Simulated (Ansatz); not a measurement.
# Al2H6O2: one species, many methods

How much do the methods differ for Al2H6O2? The plan is to run it at one geometry with functionals of several rungs and with coupled cluster, and see how far each lands from CCSD(T) at the basis-set limit for the atomisation energy.

Program: Ansatz 0.2.0, Gaussian basis. Level of theory: functionals in def2-TZVPP, the program's frozen cores in correlated methods. These are calculated values, not measurements.

Levels to be run: LDA (SPW92), PBE-D4, revPBE-D4, BLYP-D4, r2SCAN-D4, B97M-V, PBE0-D4, B3LYP-D4, r2SCANh-D4, r2SCAN0-D4, HSE06-D4, BHLYP-D4, CAM-B3LYP-D4, LC-ωPBE, ωB97X-V, ωB97M-V, B2PLYP, PBE-QIDH; CCSD(T)/def2-SVP; CCSD(T)/def2-TZVPP; MP2/def2-QZVPP; extrapolation to the limit; RPA on PBE.

## (1) Structure used throughout

The geometry comes from an earlier relaxation with PBE0-D4 in a triple-zeta def2 set; it is a stationary point, not always the lowest conformer.

SMILES `[OH+]1[AlH2-][OH+][AlH2-]1`, 10 atoms, charge 0, spin multiplicity 1.

Atoms are counted from 1 here; the program's logs count them from 0.

Bond lengths: O1–Al2 1.857 Å, O1–Al4 1.857 Å, O1–H5 0.957 Å, Al2–O3 1.857 Å, Al2–H6 1.585 Å, Al2–H7 1.585 Å, O3–Al4 1.857 Å, O3–H8 0.957 Å, Al4–H9 1.585 Å, Al4–H10 1.585 Å. Angles: Al2–O1–Al4 98.5°, Al2–O1–H5 122.7°, Al4–O1–H5 122.7°, O1–Al2–O3 81.5°, O1–Al2–H6 109.0°, O1–Al2–H7 113.8°, O3–Al2–H6 113.8°, O3–Al2–H7 109.0°, H6–Al2–H7 122.5°, Al2–O3–Al4 98.5°, Al2–O3–H8 122.7°, Al4–O3–H8 122.7°, O1–Al4–O3 81.5°, O1–Al4–H9 113.8°, O1–Al4–H10 109.0°, O3–Al4–H9 109.0°, O3–Al4–H10 113.8°, H9–Al4–H10 122.5°.

## (2) LDA

This LDA is Slater exchange with PW92 correlation.

The input, in.yaml:

```yaml
crystal:
  periodic: [false, false, false]
  atoms:
    - {symbol: O, position_ang: [-1.053695, 0.527767, -0.283599]}
    - {symbol: Al, position_ang: [-0.621484, -0.663689, 1.073911]}
    - {symbol: O, position_ang: [1.053584, -0.527987, 0.283385]}
    - {symbol: Al, position_ang: [0.621477, 0.663832, -1.073841]}
    - {symbol: H, position_ang: [-1.861651, 0.460439, -0.792814]}
    - {symbol: H, position_ang: [-1.348257, -2.045670, 0.799408]}
    - {symbol: H, position_ang: [-0.568705, -0.001391, 2.513356]}
    - {symbol: H, position_ang: [1.861706, -0.461125, 0.792394]}
    - {symbol: H, position_ang: [1.348032, 2.045800, -0.798685]}
    - {symbol: H, position_ang: [0.569014, 0.002034, -2.513525]}
basis:
  gaussian: {orbitals: def2-TZVPP}
hamiltonian: {xc: lda}
output: {orbitals: {seedname: orbitals}}
```

Command:

```sh
> ansatz run in.yaml --threads 4 --pin off --events-out ev --progress --plain --max-ram 10444MiB
```

The runs that follow: PBE-D4 (GGA); revPBE-D4 (GGA); BLYP-D4 (GGA); r2SCAN-D4 (meta-GGA); B97M-V (meta-GGA); B3LYP-D4 (hybrid); r2SCANh-D4 (hybrid); r2SCAN0-D4 (hybrid); HSE06-D4 (hybrid); BHLYP-D4 (hybrid); CAM-B3LYP-D4 (range-separated); LC-ωPBE (range-separated); ωB97X-V (range-separated); ωB97M-V (range-separated); B2PLYP (double hybrid); PBE-QIDH (double hybrid); CCSD(T) in def2-SVP; CCSD(T) in def2-TZVPP; MP2 in def2-QZVPP; RPA on PBE orbitals.

Before running them: what should the planned runs give, taken together? Wanted: atomisation energy, CCSD(T)/CBS; farthest beyond LDA; mean size of error, GGA; mean size of error, meta-GGA; mean size of error, hybrid; mean size of error, range-separated; mean size of error, double hybrid; gap, smallest and largest; T1 diagnostic.

**Answer**, as computed:

| quantity | value |
| --- | --- |
| atomisation energy, CCSD(T)/CBS | 795.6 kcal/mol |
| functionals within 4.0 kcal/mol (0.5 %) | B97M-V, CAM-B3LYP-D4 |
| farthest beyond LDA | revPBE-D4 (-34.2 kcal/mol) |
| mean size of error, GGA | 23.1 kcal/mol |
| mean size of error, meta-GGA | 4.5 kcal/mol |
| mean size of error, hybrid | 20.4 kcal/mol |
| mean size of error, range-separated | 7.5 kcal/mol |
| mean size of error, double hybrid | 19.5 kcal/mol |
| gap, smallest and largest | 4.98 eV (LDA (SPW92)), 12.07 eV (LC-ωPBE) |
| T1 diagnostic | 0.0100 |
| triples share of the correlation energy | 2.9 % |

**Reading.** LDA overbinds by 81.0 kcal/mol (10 %). PBE-D4 misses by -17.5 kcal/mol. Double hybrids carry the basis error of their MP2 part in triple zeta, and no dispersion term here, so their miss is partly the set-up's. By mean error the best rung here is meta-GGA (4.5 kcal/mol) and the worst beyond LDA is GGA (23.1 kcal/mol). The reference freezes the cores and leaves out relativity and excitations past (T), so misses under about 4.0 kcal/mol can't be ranked. Hartree-Fock recovers 74 % of the binding; the rest is correlation. CCSD(T) in def2-SVP is off by -47.2 kcal/mol, worse than the median functional, from the basis alone. Orbital gaps span 5.0 to 12.1 eV; exact exchange widens them.
